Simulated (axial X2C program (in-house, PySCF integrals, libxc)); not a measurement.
**Linear MoOH at several levels**

One table from this session's results is given with a row withheld; the runs are named, their logs left out.

Computed with an in-house X2C program for linear molecules on PySCF integrals. Level: all-electron X2C, two-component (2c) or spin-free, Mo dyall-v3z, O dyall-av3z, H dyall-v3z.

All values are calculated.

2 further runs of the same task are left out: 2 set aside as unsound or not needed.

Set-up of the first run:

task.json reads:

```json
{"zs": [42, 8, 1], "q": 0, "bas": ["dyall-v3z", "dyall-av3z", "dyall-v3z"], "r0": [2.01, 0.96], "symm": 0, "scan": ["PBE0", "HF", "LDA"], "levels": ["PBE0", "HF", "PBE"], "nst": 2}
```

Keys: zs atomic numbers; q charge; bas basis sets; r0 starting distance in Å; symm equal bonds; scan levels of the two-bond scan (MP2 follows by itself at each HF point); levels methods; nst determinants followed.

The run is started by

```bash
$ python solin.py task.json out
```

Masses Mo 97.905, O 15.995, H 1.008 u.

Among the steps run: Scan at PBE0, 2c; Scan at HF, 2c; Scan at LDA, 2c.

One of the session's tables, all rows but one given; the rest of the session is left out.

```
          level  r(Mo–O) (Å)  r(O–H) (Å)  lower stretch (cm⁻¹)  upper stretch (cm⁻¹)
       PBE0, 2c        1.893       0.948                 678.1                4060.5
         HF, 2c            ?           ?                     ?                     ?
        LDA, 2c        1.861       0.961                 712.1                3911.8
        MP2, 2c        1.896       0.953                 669.5                3999.7
PBE0, spin-free        1.893       0.948                 678.5                4060.1
  HF, spin-free        1.934       0.930                 654.5                4296.1
 LDA, spin-free        1.861       0.961                 712.4                3911.4
 MP2, spin-free        1.896       0.953                 670.2                4000.8
```

**Question.** Estimate the row for HF, 2c.

As computed: r(Mo–O) (Å): 1.934; r(O–H) (Å): 0.930; lower stretch (cm⁻¹): 654.1; upper stretch (cm⁻¹): 4296.3.

Scans not shown above were run alike.

MP2 freezes inner shells (threshold -2 hartree). The molecule was held linear; bending was not examined, so a bent shape may lie lower. Note: several unpaired electrons, one determinant need not be a pure state.
